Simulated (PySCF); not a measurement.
**Pb(CH3)I: other functionals and bases at one geometry**

How far do other levels of theory move the description of Pb(CH3)I, and what does each cost? It is a constructed species; whether it can be made isn't addressed.

Computed with PySCF 2.14.0. Level: several levels, as the steps say, no spin–orbit coupling.

3 further runs of the same task are left out: 2 for a known fault of the program, 1 that didn't finish.

## 1. The system as given

6 atoms, charge 0, spin multiplicity 1.

Bond lengths: Pb1–C2 2.330 Å, Pb1–I6 2.874 Å, C2–H3 1.109 Å, C2–H4 1.110 Å, C2–H5 1.110 Å. Angles: C2–Pb1–I6 94.9°, Pb1–C2–H3 111.0°, Pb1–C2–H4 109.0°, Pb1–C2–H5 109.0°, H3–C2–H4 109.8°, H3–C2–H5 109.8°, H4–C2–H5 108.1°.

As a file:

```mol
CH3IPb
  3D, bonds by distance, orders not assigned

  6  5  0  0  0  0  0  0  0  0999 V2000
    1.0475    0.0000   -0.9891 Pb  0  0
    2.8615    0.0000    0.4737 C   0  0
    3.8211    0.0000   -0.0832 H   0  0
    2.8035    0.8984    1.1226 H   0  0
    2.8035   -0.8984    1.1226 H   0  0
   -0.9395    0.0000    1.0869 I   0  0
  1  2  8  0
  1  6  8  0
  2  3  8  0
  2  4  8  0
  2  5  8  0
M  END
```

Formal oxidation states: Pb +2. An earlier session relaxed this geometry at BP86, Pb def2-SVP with ECP60, C def2-SVP, H def2-SVP, I def2-SVP with ECP28 (singlet, point group Cs).

At BP86 on the finer grid: E = -530.784715 Eh, HOMO -5.55 eV, LUMO -3.65 eV, Mulliken charge on Pb1 +0.46 e, largest force component 0.034 eV/Å. 

Levels to run: revPBE; wB97X; HF; PBE; BP86, TZVP; BP86, x2c-SVP. Hardware: 2 threads of Arm Neoverse V2, shared host.

## 2. revPBE

File run.py (the lines that set the calculation):

```python
mol = gto.M(atom='''
Pb     1.04746     0.00000    -0.98914
C      2.86154     0.00000     0.47365
H      3.82108     0.00000    -0.08324
H      2.80350     0.89838     1.12261
H      2.80350    -0.89838     1.12261
I     -0.93955     0.00000     1.08693''',
    basis={'Pb': 'def2-SVP', 'C': 'def2-SVP', 'H': 'def2-SVP', 'I': 'def2-SVP'},
    ecp={'Pb': 'def2-SVP', 'I': 'def2-SVP'},
    charge=0, spin=0)
mf = dft.RKS(mol, xc='PBE_R,PBE')
mf.grids.atom_grid = (75, 302)
mf = mf.density_fit()  # fitting sets: Pb def2-universal-JKFIT, C def2-universal-JKFIT, H def2-universal-JKFIT, I def2-universal-JKFIT
mf.conv_tol = 1e-08; mf.max_cycle = 55
mf.kernel(dm0)  # dm0: the density of the relaxed state
```

On the command line:

```
OMP_NUM_THREADS=2 python run.py
```

## 3. wB97X

Edit run.py (the lines that set the calculation) of step 2 so:

```diff
@@ -10,3 +10,3 @@
     charge=0, spin=0)
-mf = dft.RKS(mol, xc='PBE_R,PBE')
+mf = dft.RKS(mol, xc='WB97X')
 mf.grids.atom_grid = (75, 302)
```

## 4. HF

Edit run.py (the lines that set the calculation) of step 3 so:

```diff
@@ -10,4 +10,3 @@
     charge=0, spin=0)
-mf = dft.RKS(mol, xc='WB97X')
-mf.grids.atom_grid = (75, 302)
+mf = scf.RHF(mol)
 mf = mf.density_fit()  # fitting sets: Pb def2-universal-JKFIT, C def2-universal-JKFIT, H def2-universal-JKFIT, I def2-universal-JKFIT
```

## 5. PBE

Edit run.py (the lines that set the calculation) of step 4 so:

```diff
@@ -10,3 +10,4 @@
     charge=0, spin=0)
-mf = scf.RHF(mol)
+mf = dft.RKS(mol, xc='PBE')
+mf.grids.atom_grid = (75, 302)
 mf = mf.density_fit()  # fitting sets: Pb def2-universal-JKFIT, C def2-universal-JKFIT, H def2-universal-JKFIT, I def2-universal-JKFIT
```

## 6. BP86, TZVP

Basis: Pb def2-TZVP with ECP60, C def2-TZVP, H def2-TZVP, I def2-TZVP with ECP28. 

File run.py (the lines that set the calculation):

```python
mol = gto.M(atom='''
Pb     1.04746     0.00000    -0.98914
C      2.86154     0.00000     0.47365
H      3.82108     0.00000    -0.08324
H      2.80350     0.89838     1.12261
H      2.80350    -0.89838     1.12261
I     -0.93955     0.00000     1.08693''',
    basis={'Pb': 'def2-TZVP', 'C': 'def2-TZVP', 'H': 'def2-TZVP', 'I': 'def2-TZVP'},
    ecp={'Pb': 'def2-TZVP', 'I': 'def2-TZVP'},
    charge=0, spin=0)
mf = dft.RKS(mol, xc='B88,P86')
mf.grids.atom_grid = (75, 302)
mf = mf.density_fit()  # fitting sets: Pb def2-universal-JKFIT, C def2-universal-JKFIT, H def2-universal-JKFIT, I def2-universal-JKFIT
mf.conv_tol = 1e-08; mf.max_cycle = 55
mf.kernel(dm0)  # dm0: free metal ions and neutral atoms
```

## 7. BP86, x2c-SVP

Basis: Pb x2c-SVPall, C x2c-SVPall, H x2c-SVPall, I x2c-SVPall. All electrons are treated, with the spin-free X2C Hamiltonian.

File run.py (the lines that set the calculation):

```python
mol = gto.M(atom='''
Pb     1.04746     0.00000    -0.98914
C      2.86154     0.00000     0.47365
H      3.82108     0.00000    -0.08324
H      2.80350     0.89838     1.12261
H      2.80350    -0.89838     1.12261
I     -0.93955     0.00000     1.08693''',
    basis={'Pb': 'x2c-SVPall', 'C': 'x2c-SVPall', 'H': 'x2c-SVPall', 'I': 'x2c-SVPall'},
    nucmod='G',
    charge=0, spin=0)
mf = dft.RKS(mol, xc='B88,P86')
mf.grids.atom_grid = (99, 590)
mf = mf.density_fit()  # fitting sets: Pb AutoAux, C AutoAux, H AutoAux, I AutoAux
mf = mf.sfx2c1e()
mf.conv_tol = 1e-08; mf.max_cycle = 55
mf.kernel(dm0)  # dm0: free metal ions and neutral atoms
```

Before running it: what results should come out? Wanted: for each run, HOMO; gap; charge on Pb1; dipole; largest force.

**Answer**, as computed:

| level | state | HOMO (eV) | gap (eV) | charge on Pb1 (e) | dipole (D) | largest force (eV/Å) | basis functions | time |
| --- | --- | --- | --- | --- | --- | --- | --- | --- |
| BP86 (relaxed here) | singlet | -5.55 | 1.90 | 0.46 | 3.48 | 0.03 | 81 | 6.3 s |
| revPBE | singlet | -5.38 | 1.97 | 0.48 | 3.54 | 0.10 | 81 | 3.3 s |
| wB97X | singlet | -8.53 | 7.41 | 0.56 | 4.17 | 0.43 | 81 | 3.7 s |
| HF | singlet | -8.61 | 8.36 | 0.69 | 4.63 | 0.53 | 81 | 1.5 s |
| PBE | singlet | -5.43 | 1.92 | 0.46 | 3.46 | 0.06 | 81 | 3.2 s |
| BP86, TZVP | singlet | -5.65 | 1.95 | 0.58 | 3.52 | 0.28 | 149 | 11 s |
| BP86, x2c-SVP | singlet | -5.51 | 1.89 | 0.49 | 3.21 | 0.44 | 127 | 33 s |

Times are on 2 threads of Arm Neoverse V2, shared host; the first row also made further properties.

In one basis the HOMO–LUMO gap runs from 1.90 eV (BP86) to 8.36 eV (HF). The largest leftover force, 0.53 eV/Å with HF, stands at a geometry relaxed at another level. The Mulliken charge on Pb spans +0.46 to +0.69 e over the levels. Total energies of different levels can't be compared. Spin–orbit coupling is left out throughout.
